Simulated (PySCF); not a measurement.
**C₂H₅GeN₃: electronic excitations**

Aim: predict the electronic excitations of C₂H₅GeN₃ (`[GeH3][n]1ccnn1`).

Programs: PySCF 2.14.0, with density-fitted response routines of our own. Each step states its level of theory. These are calculated values for one molecule in the gas phase, unless marked as measured. Atoms are numbered from 0 throughout.

## Step 1: The starting structure

11 atoms, charge 0, multiplicity 1; geometry from: GFN2-xTB.

Bonds of the start (Å): Ge0–N1 1.84, N1–C2 1.35, C2–C3 1.37, C3–N4 1.35, N4–N5 1.27, N5–N1 1.34, Ge0–H6 1.50, Ge0–H7 1.50, Ge0–H8 1.48, C2–H9 1.07, C3–H10 1.07.

## Step 2: TDDFT and polarisability: PBE0/def2-SVPD

Job settings and geometry (Å):

```
{"job": {"kind": "uv", "xc": "PBE0", "basis": "def2-SVPD", "nstates": 8, "ntriplets": 3}, "charge": 0, "multiplicity": 1}
Ge    -1.926548    -0.023114     0.004391
N     -0.087481    -0.086550    -0.077284
C      0.949927     0.464908     0.589458
C      2.071895     0.001114    -0.054433
N      1.669447    -0.793454    -1.063389
N      0.396155    -0.843141    -1.074111
H     -2.295138    -0.104807     1.451820
H     -2.355828     1.287851    -0.572570
H     -2.331963    -1.194166    -0.804488
H      0.806790     1.112771     1.430747
H      3.108169     0.181259     0.143894
```

Level: TDDFT PBE0/def2-SVPD, vertical, gas phase, core orbitals frozen in the response.

Command:

```sh
$ OMP_NUM_THREADS=1 python probes_run.py task.json out
```

This one command runs all jobs of the session in turn.

What will the session give for the following? lowest singlet (PBE0/def2-SVPD); brightest single state of those computed; lowest triplet. Wanted: lowest singlet; brightest single state of those computed; lowest triplet.

**Answer**, as computed:

| quantity | value |
| --- | --- |
| lowest singlet (PBE0/def2-SVPD) | 5.62 eV (221 nm), f = 0.004 |
| brightest single state of those computed | state 4, 6.75 eV, f = 0.097 |
| lowest triplet | 4.65 eV |

In words: The first singlet state (HOMO→LUMO 0.83, HOMO→LUMO+1 0.14) lies at 5.62 eV and is weak; of the 8 states computed, the strongest absorption comes from state 4 at 6.75 eV. The lowest triplet lies 0.97 eV below the lowest singlet (triplets in Tamm-Dancoff, singlets in full TDDFT).
